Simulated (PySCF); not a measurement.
# C3H5ClGe: the cost of one run

The runs use PySCF 2.14.0, with density-fitted response routines of our own; the level of theory stands in each step. All values are computed, except where a source is named. Atoms count from 0, in the outputs and in this text.

## 1. The molecule as given

10 atoms, charge 0, multiplicity 1; geometry from: GFN2-xTB. The atoms were then displaced at random by about 0.01 Å, so the start is not that level's minimum.

Bonds of the start (Å): Cl0–Ge1 2.13, Ge1–C2 1.99, C2–C3 1.31, C3–C4 1.47, C4–Ge1 2.03, Ge1–H5 1.54, C2–H6 1.06, C3–H7 1.10, C4–H8 1.12, C4–H9 1.08.

## 2. Geometry optimisation at PBE0-D3(BJ)/def2-SVP

What the job is given:

```
{"job": {"xc": "PBE0", "basis": "def2-SVP", "d3": "d3bj", "grid": 1, "shake": 0.01, "kind": "geom"}, "charge": 0, "multiplicity": 1}
Cl     2.825940    -0.214360    -0.997780
Ge     1.165920    -0.363350     0.332780
C     -0.516930    -1.169760    -0.364360
C     -1.129570    -0.012670    -0.292450
C     -0.264790     1.068750     0.207200
H      1.753190    -0.778490     1.690840
H     -0.875090    -2.117290    -0.689940
H     -2.183180     0.160090    -0.553000
H     -0.624180     1.545580     1.153460
H     -0.100890     1.860580    -0.507800
```

The run is started by

```sh
OMP_NUM_THREADS=1 python probes_run.py task.json out
```

The driver reads the jobs from task.json and runs them one after another.

Q: Estimate the wall time and peak memory of this first job on 1 thread of Arm Neoverse V1, shared host.

About 84 s, with a peak of 0.51 GiB.
